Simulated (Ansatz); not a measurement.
# SnGe15: the cost of one run

Computed with Ansatz 0.2.0 (DFT PBEsol, scalar-relativistic, plane waves, PAW, and further levels as typed in the inputs, unless a step's input says otherwise).

## (1) The structure to begin with

Symmetry: Fmm2, No. 42, orthorhombic system. The conventional cell has a = 16.150 Å, b = 16.150 Å, c = 11.420 Å, α = 90.00°, β = 90.00°, γ = 90.00°. Ge (site symmetry 1) has 4 Ge at 2.47 Å as nearest neighbours. Around Ge (site symmetry 2) lie 4 Ge at 2.47 Å. Sn (site symmetry m) is surrounded by 4 Ge at 2.47 Å. Ge (site symmetry 1) is surrounded by 3 Ge at 2.47 Å and 1 Sn at 2.47 Å. Ge (site symmetry m) has 4 Ge at 2.47 Å as nearest neighbours. Around Ge (site symmetry mm2) lie 2 Sn at 2.47 Å and 2 Ge at 2.47 Å. Only part of the 13 independent sites is listed.

Structure file:

```
Ge Sn
1.0
    -5.70994    5.70994    5.70994
     5.70994   -5.70994    5.70994
     5.70994    5.70994   -5.70994
Ge Sn
30 2
Direct
  0.00000 0.00000 0.00000
  0.00000 0.00000 0.75000
  0.00000 0.25000 0.50000
  0.00000 0.25000 0.75000
  0.00000 0.50000 0.50000
  0.00000 0.75000 0.00000
  0.00000 0.75000 0.25000
  0.25000 0.00000 0.75000
  0.25000 0.25000 0.25000
  0.25000 0.25000 0.50000
  0.25000 0.50000 0.00000
  0.25000 0.50000 0.25000
  0.25000 0.75000 0.00000
  0.25000 0.75000 0.75000
  0.50000 0.00000 0.25000
  0.50000 0.00000 0.50000
  0.50000 0.25000 0.00000
  0.50000 0.25000 0.25000
  0.50000 0.50000 0.00000
  0.50000 0.50000 0.75000
  0.50000 0.75000 0.50000
  0.50000 0.75000 0.75000
  0.75000 0.00000 0.00000
  0.75000 0.00000 0.25000
  0.75000 0.25000 0.00000
  0.75000 0.25000 0.75000
  0.75000 0.50000 0.50000
  0.75000 0.50000 0.75000
  0.75000 0.75000 0.25000
  0.75000 0.75000 0.50000
  0.00000 0.50000 0.25000
  0.25000 0.00000 0.50000
```

## (2) Relaxing the atoms: SnGe15, no spin

Contents of input.yaml:

```yaml
crystal:
  lattice:
    - [-5.709938, 5.709938, 5.709938]
    - [5.709938, -5.709938, 5.709938]
    - [5.709938, 5.709938, -5.709938]
  atoms:
    - { symbol: Ge, position: [0.0, 0.0, 0.0] }
    - { symbol: Ge, position: [0.0, 0.0, 0.75] }
    - { symbol: Ge, position: [0.0, 0.25, 0.5] }
    - { symbol: Ge, position: [0.0, 0.25, 0.75] }
    - { symbol: Sn, position: [0.0, 0.5, 0.25] }
    - { symbol: Ge, position: [0.0, 0.5, 0.5] }
    - { symbol: Ge, position: [0.0, 0.75, 0.0] }
    - { symbol: Ge, position: [0.0, 0.75, 0.25] }
    - { symbol: Sn, position: [0.25, 0.0, 0.5] }
    - { symbol: Ge, position: [0.25, 0.0, 0.75] }
    - { symbol: Ge, position: [0.25, 0.25, 0.25] }
    - { symbol: Ge, position: [0.25, 0.25, 0.5] }
    - { symbol: Ge, position: [0.25, 0.5, 0.0] }
    - { symbol: Ge, position: [0.25, 0.5, 0.25] }
    - { symbol: Ge, position: [0.25, 0.75, 0.0] }
    - { symbol: Ge, position: [0.25, 0.75, 0.75] }
    - { symbol: Ge, position: [0.5, 0.0, 0.25] }
    - { symbol: Ge, position: [0.5, 0.0, 0.5] }
    - { symbol: Ge, position: [0.5, 0.25, 0.0] }
    - { symbol: Ge, position: [0.5, 0.25, 0.25] }
    - { symbol: Ge, position: [0.5, 0.5, 0.0] }
    - { symbol: Ge, position: [0.5, 0.5, 0.75] }
    - { symbol: Ge, position: [0.5, 0.75, 0.5] }
    - { symbol: Ge, position: [0.5, 0.75, 0.75] }
    - { symbol: Ge, position: [0.75, 0.0, 0.0] }
    - { symbol: Ge, position: [0.75, 0.0, 0.25] }
    - { symbol: Ge, position: [0.75, 0.25, 0.0] }
    - { symbol: Ge, position: [0.75, 0.25, 0.75] }
    - { symbol: Ge, position: [0.75, 0.5, 0.5] }
    - { symbol: Ge, position: [0.75, 0.5, 0.75] }
    - { symbol: Ge, position: [0.75, 0.75, 0.25] }
    - { symbol: Ge, position: [0.75, 0.75, 0.5] }
scf:
  occupations: { method: gaussian, width: 0.03 }
output:
  forces: true
  stress: true
hamiltonian:
  xc: pbesol
kpoints:
  mp_grid: { grid: [4, 4, 4] }
relax:
  f_tol: 0.005
```

Started as:

```console
> ansatz run input.yaml --threads 8 --pin off --max-ram 12288MiB --backend cpu --events-out ev --progress --plain --runs-dir out
```

Q: Estimate wall time and peak memory on 8 threads of Intel Xeon 6975P-C (Granite Rapids), shared host.

About 85 s, with a peak of 7.6 GiB.
